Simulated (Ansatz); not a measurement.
## Cs, space group P6_3/mmc: the orbital character of the bands

Computed with the Ansatz DFT code, driven from Python.

`fatbands_cs.py`:
```python
"""Fat bands of Cs at high-symmetry points."""

from pathlib import Path
import warnings

import ansatz as az
import pandas as pd

warnings.simplefilter("ignore", az.DeckWarning)

lattice = az.Lattice.of(
    [5.566306, 0.0, 0.0],
    [-2.783153, 4.820562, 0.0],
    [0.0, 0.0, 9.258479],
)
sites = [
    ("Cs", [1 / 3, 2 / 3, 0.25]),
    ("Cs", [2 / 3, 1 / 3, 0.75]),
]
cell = az.Crystal(lattice=lattice)
for symbol, position in sites:
    cell = cell.atom(symbol, position)

points = {"G": (0.0, 0.0, 0.0), "M": (0.5, 0.0, 0.0), "K": (0.33333, 0.33333, 0.0), "A": (0.0, 0.0, 0.5)}
job = (
    cell.calculation()
    .functional("LDA")
    .accuracy("medium")
    .kpoints(length=12)  # the mesh must be finer for metals
    .occupations("Gaussian")  # fractional filling near the Fermi level
    .scf(tolerance=1e-07, lower_state_search="light")
    .band_structure(list(points.values()), intervals=1)  # levels along the path at the converged density
    .fat_bands()
)
done = job.run(threads=1)
data = done.report
file = Path(done.write_results("results")) / "fatbands.tsv"
names = file.read_text().splitlines()[0].lstrip("# ").split("\t")
table = pd.read_csv(file, sep="\t", comment="#", names=names)
near = table[table.e_minus_ef.abs() < 3]
for ik, label in enumerate(points):
    print(label)
    for _, row in near[near.ik == ik].iterrows():
        main = row[names[4:]].astype(float).nlargest(2)
        print(f"   band {int(row.band):3d} {row.e_minus_ef:7.3f} eV  " + ", ".join(f"{k} {v:.2f}" for k, v in main.items()))
```

```console
$ python fatbands_cs.py
G
   band   8  -1.605 eV  cs0_l0_6S 0.49, cs1_l0_6S 0.49
   band   9  -0.098 eV  cs0_l0_6S 0.48, cs1_l0_6S 0.48
   band  10   0.758 eV  cs0_l1_5P 0.00, cs1_l1_5P 0.00
   band  11   2.242 eV  cs0_l0_6S 0.00, cs1_l0_6S 0.00
   band  12   2.333 eV  cs0_l1_5P 0.00, cs1_l1_5P 0.00
M
   band   8  -0.036 eV  cs0_l0_6S 0.47, cs1_l0_6S 0.47
   band   9   0.404 eV  cs0_l0_6S 0.39, cs1_l0_6S 0.39
   band  10   0.878 eV  cs0_l1_5P 0.00, cs1_l1_5P 0.00
   band  11   0.978 eV  cs0_l0_6S 0.00, cs1_l0_6S 0.00
   band  12   1.561 eV  cs0_l1_5P 0.00, cs1_l1_5P 0.00
K
   band   8   0.572 eV  cs0_l0_6S 0.35, cs1_l0_6S 0.35
   band   9   0.572 eV  cs0_l0_6S 0.35, cs1_l0_6S 0.35
   band  10   0.749 eV  cs0_l1_5P 0.00, cs1_l1_5P 0.00
   band  11   1.081 eV  cs0_l0_5S 0.00, cs0_l0_6S 0.00
   band  12   1.619 eV  cs0_l1_5P 0.00, cs1_l1_5P 0.00
A
   band   8  -1.046 eV  cs0_l0_6S 0.49, cs1_l0_6S 0.49
   band   9  -1.046 eV  cs0_l0_6S 0.49, cs1_l0_6S 0.49
   band  10   1.554 eV  cs0_l1_5P 0.00, cs1_l1_5P 0.00
   band  11   1.554 eV  cs0_l1_5P 0.00, cs1_l1_5P 0.00
   band  12   2.342 eV  cs0_l0_5S 0.00, cs0_l0_6S 0.00
```

What to keep in mind:
- These settings explore the input space; cutoff and mesh may be short of convergence.
- The computed bands are complete only to about 1.6 eV above the Fermi level.
- For a metal this mesh is far too coarse, so the numbers only illustrate the procedure.
- This isn't the structure that Cs takes at ambient conditions.
- Gaps and levels are Kohn-Sham values on a finite set of k-points, without spin-orbit coupling.
- Energies are less the Fermi level and bands count from 0. Only the largest channels are printed, equivalent atoms hold more, and in degenerate sets the split between sites is arbitrary; shells that the potentials lack have no channel.
- It ran for 1.7 s on 1 thread of Arm Neoverse V2, with other jobs on the host, peak memory 0.42 GiB.

(Lines on the test bed's own set-up are left out of the output.)
